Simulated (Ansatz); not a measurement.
# C₂H₇ClMoO₄: small, medium and large basis sets

One table from this session's results is given with a row withheld; the runs are named, their logs left out.

Computed with Ansatz 0.2.0, Gaussian basis. Level: one geometry, several basis sets.

The runs, in order: PBE0-D4/def2-SVP; ωB97M-V/def2-SVP; PBE0-D4/def2-QZVPP; ωB97M-V/def2-QZVPP; the functionals' def2-TZVPP values are taken from earlier runs.

1 further run of the same task is left out (for a known fault of the program).

## The geometry

An earlier PBE0-D4 in a triple-zeta def2 set relaxation fixed the geometry. Mo takes the def2 core potential; no spin-orbit term is included.

SMILES `C[O][Mo](=[O])([OH])([Cl])[O]C`, 15 atoms, charge 0, spin multiplicity 1.

Atoms are counted from 1 here; the program's logs count them from 0.

Bond lengths: C1–O2 1.397 Å, C1–H9 1.094 Å, C1–H10 1.096 Å, C1–H11 1.092 Å, O2–Mo3 1.843 Å, Mo3–O4 1.658 Å, Mo3–O5 1.905 Å, Mo3–Cl6 2.367 Å, Mo3–O7 1.840 Å, O5–H12 0.961 Å, O7–C8 1.395 Å, C8–H13 1.094 Å, C8–H14 1.092 Å, C8–H15 1.095 Å. Angles: O2–C1–H9 110.1°, O2–C1–H10 109.0°, O2–C1–H11 108.9°, H9–C1–H10 109.5°, H9–C1–H11 109.4°, H10–C1–H11 109.9°, C1–O2–Mo3 138.5°, O2–Mo3–O4 105.2°, O2–Mo3–O5 82.9°, O2–Mo3–Cl6 151.4°, O2–Mo3–O7 96.4°, O4–Mo3–O5 107.9°, O4–Mo3–Cl6 102.2°, O4–Mo3–O7 105.4°, O5–Mo3–Cl6 81.0°, O5–Mo3–O7 145.6°, Cl6–Mo3–O7 84.1°, Mo3–O5–H12 116.8° and more.

The first run:

The input, in.yaml:

```yaml
crystal:
  periodic: [false, false, false]
  atoms:
    - {symbol: C, position_ang: [2.600323, -0.088350, -0.100582]}
    - {symbol: O, position_ang: [1.354236, -0.285096, -0.701537]}
    - {symbol: Mo, position_ang: [-0.303891, 0.518414, -0.737437]}
    - {symbol: O, position_ang: [-0.651742, 0.726507, -2.345197]}
    - {symbol: O, position_ang: [0.680819, 2.039984, -0.149693]}
    - {symbol: Cl, position_ang: [-2.056859, 1.714027, 0.310949]}
    - {symbol: O, position_ang: [-1.261730, -0.964447, -0.218280]}
    - {symbol: C, position_ang: [-2.154864, -1.490404, 0.714630]}
    - {symbol: H, position_ang: [2.695008, -0.723122, 0.785418]}
    - {symbol: H, position_ang: [2.693214, 0.963361, 0.191786]}
    - {symbol: H, position_ang: [3.383696, -0.346488, -0.816691]}
    - {symbol: H, position_ang: [0.174688, 2.764761, 0.226792]}
    - {symbol: H, position_ang: [-1.609314, -1.931004, 1.554254]}
    - {symbol: H, position_ang: [-2.761006, -2.258248, 0.228567]}
    - {symbol: H, position_ang: [-2.804378, -0.690594, 1.086220]}
basis:
  gaussian: {orbitals: def2-SVP}
hamiltonian: {xc: pbe0, dispersion: d4}
output: {orbitals: {seedname: orbitals}}
```

Among the steps run: PBE0-D4 in def2-SVP; ωB97M-V in def2-SVP; PBE0-D4 in def2-QZVPP; ωB97M-V in def2-QZVPP.

One table of the session follows, with a row left open; its other results are not shown here.

It belongs to the step «Density functionals: the series». 

```
functional       basis  HOMO (eV)  LUMO (eV)
   PBE0-D4    def2-SVP      -8.40      -3.20
   PBE0-D4  def2-TZVPP      -8.47      -3.20
   PBE0-D4  def2-QZVPP      -8.49      -3.21
   ωB97M-V    def2-SVP          ?          ?
   ωB97M-V  def2-TZVPP     -10.77      -1.17
   ωB97M-V  def2-QZVPP     -10.80      -1.18
```

**Question.** Estimate the row for ωB97M-V, def2-SVP.

**Answer.** HOMO (eV): -10.67; LUMO (eV): -1.15. In the column «HOMO (eV)» it lies between ωB97M-V, def2-TZVPP (-10.77) and PBE0-D4, def2-QZVPP (-8.49).
